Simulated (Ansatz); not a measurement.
**GaSiN+ (doublet): from Hartree-Fock to the top rungs, cc-pVTZ**

An exercise on one series of results from a longer session: the logs are not shown, and one member is left open.

The runs use Ansatz 0.2.0, Gaussian basis; cc-pVTZ, core rule «outside noble gas», up to 20 orbitals frozen.

To be run: UHF; CCSD(T) on ROHF; CCSD(T) on UHF; BCCD(T) on ROHF; CCSDT(Q) on ROHF; CCSDT(Q) on UHF.

5 further runs of the same task are left out: 2 for a known fault of the program, 3 set aside as unsound or not needed.

**What is computed**

The geometry is a PBE0/def2-TZVP stationary point (not a proven minimum) of the parent state, kept for this charge and spin. No spin-orbit coupling is included. The filled d shell of Ga may be among the frozen orbitals whatever the setting's name suggests; the logs give the count.

3 atoms, charge 1, spin multiplicity 2.

Atoms are counted from 1 here; the program's logs count them from 0.

Bond lengths: Ga1–N2 1.881 Å, N2–Si3 1.573 Å. Angles: Ga1–N2–Si3 180.0°.

The first run:

Contents of in.yaml:

```yaml
crystal:
  periodic: [false, false, false]
  atoms:
    - {symbol: Ga, position_ang: [0.000000, 0.000000, 1.778267]}
    - {symbol: N, position_ang: [0.000000, 0.000000, -0.102433]}
    - {symbol: Si, position_ang: [0.000000, 0.000000, -1.675833]}
basis:
  gaussian: {orbitals: cc-pVTZ}
total_charge: 1
magnetization: {spin_polarized: true, initial_magnetization: 1}
hamiltonian: {xc: hf}
output: {orbitals: {seedname: orbitals}}
```

Command:

```bash
> ansatz run in.yaml --threads 1 --pin off --events-out ev --progress --plain --max-ram 4096MiB --backend cpu
```

Steps of the session up to this table: UHF; CCSD(T) on ROHF; CCSD(T) on UHF; BCCD(T) on ROHF; CCSDT(Q) on ROHF; CCSDT(Q) on UHF.

One of the session's tables, all rows but one given; the rest of the session is left out.

```
   method  from RCCSDT(Q) (meV)
     ROHF               +9624.0
      UHF               +9517.0
     RMP2                +861.1
     UMP2                +865.8
    RCCSD                +626.9
    UCCSD                +604.7
 RCCSD(T)                 +66.3
 UCCSD(T)                 +56.6
  BCCD(T)                 +59.0
   RCCSDT                 +52.7
   UCCSDT                 +40.6
RCCSDT(Q)                     0
UCCSDT(Q)                     ?
```

**Question.** Estimate the row for UCCSDT(Q).

As computed: from RCCSDT(Q) (meV): -18.1. In the column «from RCCSDT(Q) (meV)» it is the lowest.

Limits of these values: Restricted and unrestricted rows rest on different reference determinants; where their highest levels disagree by more than a few hundredths of an eV, they describe different states and don't form one ladder.
